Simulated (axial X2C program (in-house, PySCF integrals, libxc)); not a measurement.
# A two-component session on BrSe: properties at the nuclei

Aim: properties at the nuclei of BrSe, with spin–orbit coupling in the Hamiltonian from the start.

Method: two-component X2C with atomic mean-field terms, Br dyall-cv3z, Se dyall-cv3z; program: an in-house X2C program for linear molecules on PySCF integrals.

All values are calculated.

## 1. Set-up

Contents of task.json:

```json
{"zs": [35, 34], "q": 0, "bas": ["dyall-cv3z", "dyall-cv3z"], "r0": 2.3, "levels": ["PBE0", "HF", "r2SCAN", "LDA", "BHandHLYP"], "nst": 3}
```

Keys: zs atomic numbers; q charge; bas basis sets; r0 starting distance in Å; levels methods (HF also brings MP2); nst determinants followed.

On the command line:

```
> python soeom.py task.json out
```

The runs that follow: Expectation values, lowest determinant; Expectation values, a higher determinant; Expectation values, a higher determinant.

Before running it: what results should come out? Wanted: lowest determinant; Eeff magnitude; Ws magnitude Br; A∥/gI Br; qzz Br; higher determinant (for each run or level that gives them).

**Answer**, as computed:

| quantity | value |
| --- | --- |
| lowest determinant | Ω = 3/2 (excess of +ω over −ω: ω = 3/2) |
| Eeff magnitude (GV/cm), PBE0 | 0.292 |
| Ws magnitude Br (kHz), PBE0 | 0.0094 |
| A∥/gI Br (MHz), PBE0 | 126 |
| qzz Br (a.u.), PBE0 | 7.46 |
| higher determinant | Ω = 1/2 (excess of +ω over −ω: ω = 1/2) |
| Eeff magnitude (GV/cm), PBE0, higher determinant | 0.105 |
| Ws magnitude Br (kHz), PBE0, higher determinant | 0.0304 |
| A∥/gI Br (MHz), PBE0, higher determinant | 611 |
| qzz Br (a.u.), PBE0, higher determinant | 7.51 |
| higher determinant | Ω = 1/2 (excess of +ω over −ω: 2 × ω = -1/2, ω = 3/2) |
| Eeff magnitude (GV/cm), PBE0, higher determinant | 0.347 |
| Ws magnitude Br (kHz), PBE0, higher determinant | 3.59 |
| A∥/gI Br (MHz), PBE0, higher determinant | -1730 |
| qzz Br (a.u.), PBE0, higher determinant | 1.42 |

In words: In the first state, the effective field runs from 0.164 to 0.81 GV/cm over the mean-field levels, so the levels don't agree on it. The expectation values come from single determinants, which for open shells can mix terms of unlike spin or miss the lowest Ω, so a determinant need not be a state. Eeff is the effective electric field on the electron dipole moment in this Ω state and Ws the scalar–pseudoscalar constant (defined with the proton number Z and per Ω); A∥ is the parallel hyperfine constant, which follows by multiplying with the nuclear g factor gI = μI/(I μN); qzz is the electric field gradient, eQq0 = 234.96 MHz × Q/barn × qzz; μ is positive if Se is the positive end. The operators were transformed with the bare-nucleus X2C matrices.
